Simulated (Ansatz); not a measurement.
Working through a relaxation of the ions of Al2O3, space group Cmcm

Computed with Ansatz 0.2.0, Python API.

At the Python prompt:
```pycon
>>> from collections import Counter
>>> import ansatz as az
>>> from ase.data import atomic_numbers
>>> import matplotlib.pyplot as plt
>>> import numpy as np
>>> from pymatgen.core import Structure
>>> import spglib
>>> vectors = np.array([
...     [1.33696, -4.47706, 0.0],
...     [1.33696, 4.47706, 0.0],
...     [0.0, 0.0, 7.04503],
... ])
>>> cell = (
...     az.Lattice.of(vectors)
...     .atom("Al", (0.0, 0.0, 0.5))
...     .atom("Al", (0.24602, 0.75398, 0.75))
...     .atom("Al", (0.75398, 0.24602, 0.25))
...     .atom("Al", (0.0, 0.0, 0.0))
...     .atom("O", (0.6332, 0.3668, 0.91994))
...     .atom("O", (0.89266, 0.10734, 0.75))
...     .atom("O", (0.3668, 0.6332, 0.08006))
...     .atom("O", (0.3668, 0.6332, 0.41994))
...     .atom("O", (0.10734, 0.89266, 0.25))
...     .atom("O", (0.6332, 0.3668, 0.58006))
... )
>>> cell.resolved().tree()["lattice"]
((1.33696, -4.47706, 0.0), (1.33696, 4.47706, 0.0), (0.0, 0.0, 7.04503))
>>> base = cell.calculation()
>>> base = base.functional("lda")
>>> base = base.kpoints(7, 7, 3)
>>> base = base.occupations(az.OccupationsMethod.FIXED)
>>> base = base.relax(max_steps=40)
>>> base = base.band_table()
>>> steps = []
>>> def collect(event):
...     if event["event"] == "relax_step":
...         steps.append(event["data"])
...
>>> res = base.session().plan().execute(on_event=collect)
DeckWarning: basis.ecutwfc = 420 eV, auto-derived from the records' recommended cutoffs: set by Al (normal level)
>>> report = res.report
>>> report["converged"], report["free_energy_ev"]
(True, -5397.005415538022)
>>> {key: value for key, value in report.items() if isinstance(value, (int, float)) and "ev" in key}
{'gap_by_band_count_ev': 4.253099126860629, 'fermi_energy_ev': 8.654054857975112, 'harris_foulkes_ev': -5397.005415552613, 'scf_correction_max_component_ev_ang': 0.0008910616041697418, 'free_energy_ev': -5397.005415538022, 'internal_energy_ev': -5397.005415538022, 'lagrangian_ev': -5397.005415538022, 'energy_sigma0_ev': -5397.005415538022, 'lagrangian_sigma0_ev': -5397.005415538022, 'entropy_ts_ev': 0.0, 'loop_fermi_energy_ev': 8.654054857945983, 'occupations_fermi_energy_ev': 8.654054857975112}
>>> for s in steps:
...     flag = "" if s["accepted"] else "  (rejected)"
...     print("step %2d  E = %.5f eV  largest force component = %.4f eV/A%s" % (s["step"], s["lagrangian_ev"], s["allowed_force_max_ev_ang"], flag))
...
step  1  E = -5396.99425 eV  largest force component = 0.2660 eV/A
step  2  E = -5397.00357 eV  largest force component = 0.1207 eV/A
step  3  E = -5397.00450 eV  largest force component = 0.0895 eV/A
step  4  E = -5397.00537 eV  largest force component = 0.0205 eV/A
step  5  E = -5397.00542 eV  largest force component = 0.0044 eV/A
>>> first, last = steps[0], steps[-1]
>>> symbols = [site.symbol for site in res.lattice.sites]
>>> print(f"energy gained {first['lagrangian_ev'] - last['lagrangian_ev']:.4f} eV in {len(steps) - 1} steps")
energy gained 0.0112 eV in 4 steps
>>> fig, (top, bottom) = plt.subplots(2, 1, sharex=True, figsize=(4.5, 4))
>>> top.plot([s["lagrangian_ev"] - last["lagrangian_ev"] for s in steps], "o-")
[<matplotlib.lines.Line2D object at 0x...>]
>>> top.set_ylabel("E - E(final) (eV)")
Text(0, 0.5, 'E - E(final) (eV)')
>>> bottom.semilogy([max(s["allowed_force_max_ev_ang"], 1e-6) for s in steps], "s-")
[<matplotlib.lines.Line2D object at 0x...>]
>>> bottom.set(xlabel="step", ylabel="largest force (eV/A)")
[Text(0.5, 0, 'step'), Text(0, 0.5, 'largest force (eV/A)')]
>>> fig.tight_layout()
>>> fig.savefig("relax.png", dpi=100)
>>> fractions = [site.position_frac for site in res.lattice.sites]
>>> numbers = [atomic_numbers[s] for s in symbols]
>>> for tolerance in (1e-3, 1e-2, 1e-1):
...     print(f"space group at {tolerance} A:", spglib.get_spacegroup((res.lattice.cell_ang, fractions, numbers), symprec=tolerance))
...
space group at 0.001 A: Cmcm (63)
space group at 0.01 A: Cmcm (63)
space group at 0.1 A: Cmcm (63)
>>> print("relaxed fractional positions")
relaxed fractional positions
>>> for site in res.lattice.sites:
...     print(f"  {site.symbol:2s}", " ".join(f"{v % 1:8.5f}" for v in np.round(site.position_frac, 5)))
...
  Al  0.00000  0.00000  0.50000
  Al  0.24545  0.75455  0.75000
  Al  0.75455  0.24545  0.25000
  Al  0.00000  0.00000  0.00000
  O   0.63305  0.36695  0.92168
  O   0.89058  0.10942  0.75000
  O   0.36695  0.63305  0.07832
  O   0.36695  0.63305  0.42168
  O   0.10942  0.89058  0.25000
  O   0.63305  0.36695  0.57832
>>> print("%-22s %14.5f eV" % ("F = E - TS", report["free_energy_ev"]))
F = E - TS                -5397.00542 eV
>>> print("%-22s %14.5f eV" % ("E", report["internal_energy_ev"]))
E                         -5397.00542 eV
>>> print("%-22s %14.5f eV" % ("Harris-Foulkes", report["harris_foulkes_ev"]))
Harris-Foulkes            -5397.00542 eV
>>> print("%-22s %14.5f eV" % ("Fermi level", report["fermi_energy_ev"]))
Fermi level                   8.65405 eV
>>> final = Structure(res.lattice.cell_ang, [s.symbol for s in res.lattice.sites], [s.position_frac for s in res.lattice.sites])
>>> # shortest distances, periodic images included
>>> shortest = {}
>>> for site, neighbours in zip(final, final.get_all_neighbors(5.0)):
...     for other in neighbours:
...         pair = "-".join(sorted((site.specie.symbol, other.specie.symbol)))
...         shortest[pair] = min(shortest.get(pair, 9e9), other.nn_distance)
...
>>> for pair, distance in sorted(shortest.items(), key=lambda item: item[1]):
...     print(f"shortest {pair:6s} {distance:.4f} A")
...
shortest Al-O   1.8645 A
shortest O-O    2.4190 A
shortest Al-Al  2.6739 A
>>> # direct or indirect, as far as the mesh can tell
>>> levels = np.array(report["eigenvalues_ev"])
>>> filled = round(report["n_electrons"] / 2)
>>> top, bottom = levels[:, filled - 1], levels[:, filled]
>>> print("top of band", filled, "at k =", report["kpoints_frac"][top.argmax()], f"{top.max():.4f} eV")
top of band 24 at k = [0.0, 0.0, 0.0] 8.6541 eV
>>> print("bottom of band", filled + 1, "at k =", report["kpoints_frac"][bottom.argmin()], f"{bottom.min():.4f} eV")
bottom of band 25 at k = [0.0, 0.0, 0.0] 12.9072 eV
>>> print(f"gap by band count {bottom.min() - top.max():.3f} eV, least direct gap {(bottom - top).min():.3f} eV")
gap by band count 4.253 eV, least direct gap 4.253 eV
```

Reading the output:
- Total energies depend on the potentials; only differences at equal settings carry meaning. A total without «per atom» is that of the cell as typed.
- Along an axis with an odd division the mesh misses the point at one half; a gap read on a finite mesh is an upper bound on this functional's gap.
- Semilocal gaps usually lie well under measured ones.
- The Fermi level of a run with fixed occupations marks the highest occupied state on its mesh, not mid-gap.
- An absolute Fermi energy rests on an arbitrary zero of the periodic potential and has no direct meaning.
- Energies along a relaxation are free energies. A last row that repeats the one before re-solves the same geometry more tightly.
- This cell is a computed structure, which may not be the phase found in nature.
- Levels are Kohn-Sham eigenvalues on this mesh.
- Warnings are shown shortened and without file and line.
- Timing: 24 s on 1 thread of Arm Neoverse V1 (shared host), peak memory 0.46 GiB.
